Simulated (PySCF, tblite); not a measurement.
# C₃H₁₀NO₂Si radical: geometry, infrared bands and EPR parameters

Aim: predict the infrared bands and EPR parameters of C₃H₁₀NO₂Si radical (`[CH2][C@@H](C)O[Si@@H](N)O`).

Computed with tblite 0.8.0 and PySCF 2.14.0, with density-fitted response routines of our own, on a single molecule in the gas phase. Atoms count from 0, in the outputs and in this text.

### Step 1. Starting geometry

17 atoms, charge 0, multiplicity 2; geometry from: force field or distance geometry start.

Bonds of the start (Å): C0–C1 1.50, C1–C2 1.51, C1–O3 1.38, O3–Si4 1.70, Si4–N5 1.79, Si4–O6 1.69, C0–H7 1.09, C0–H8 1.10, C1–H9 1.13, C2–H10 1.10, C2–H11 1.13, C2–H12 1.12, Si4–H13 1.50, N5–H14 1.07, N5–H15 1.07, O6–H16 0.99.

### Step 2. Optimising the geometry with GFN2-xTB

What the job is given:

```
{"job": {"kind": "relax", "xc": "GFN2-xTB", "basis": "xTB"}, "charge": 0, "multiplicity": 2}
C     -1.076400     0.939700    -1.429100
C     -0.791100     0.218100    -0.145700
C     -1.997800    -0.458200     0.469600
O      0.186600    -0.709700    -0.430800
Si     1.636700    -0.466100     0.425600
N      1.370800     0.595600     1.843600
O      2.409700    -1.865800     0.965600
H     -2.021100     0.641000    -1.890200
H     -0.947800     2.028200    -1.371700
H     -0.414400     0.965300     0.617500
H     -2.164300    -1.490900     0.142200
H     -1.950400    -0.382400     1.593200
H     -2.894400     0.166100     0.211400
H      2.562700     0.221700    -0.527500
H      1.308400     1.607500     1.507900
H      2.300700     0.579100     2.378500
H      2.475200    -2.577300     0.279500
```

Command:

```bash
> OMP_NUM_THREADS=1 python probes_run.py task.json out
```

The driver reads the jobs from task.json and runs them one after another.

**Question.** This job is followed by: GFN2-xTB harmonic vibrations, gas phase; UKS B3LYP, pcH-1 on C H N O Si, non-relativistic, mean-field spin-orbit, GIAO. What will the session give for the following? strongest single infrared mode (GFN2-xTB); zero-point energy (GFN2-xTB); g(iso) (B3LYP); ⟨S²⟩; largest a(iso) (averaged by class); potential on the surface of density 0.002 e/bohr³, 1st and 99th percentile.

The runs gave:

```
                                                                  quantity                 value
                                 strongest single infrared mode (GFN2-xTB)  851 cm⁻¹, 292 km/mol
                                              zero-point energy (GFN2-xTB)         81.1 kcal/mol
                                                            g(iso) (B3LYP)               2.00256
                                                                      ⟨S²⟩    0.754 (exact 0.75)
                                        largest a(iso) (averaged by class)   1H on H9, 101.6 MHz
potential on the surface of density 0.002 e/bohr³, 1st and 99th percentile    -1.53 V and 1.76 V
```

**Reading.** Relaxing lowered the energy by 1.244 eV in 193 steps; the close pair that moved most is O3–Si4, from 1.702 to 1.622 Å. No mode is imaginary among the 45: a minimum at this level. The strongest single mode, at 851 cm⁻¹, moves mainly H16. GFN2-xTB is a fitted tight-binding method: band positions and strengths are rough. Its intensities can rank the bands wrongly. C0 carries the largest spin population, 1.07 e. The isotropic g lies 0.2 ppt above the free-electron value. These values are for one conformer; the search (at its own cheap level) found 2 more, at 0.10, 0.71 kcal/mol, and measured spectra average over such forms.
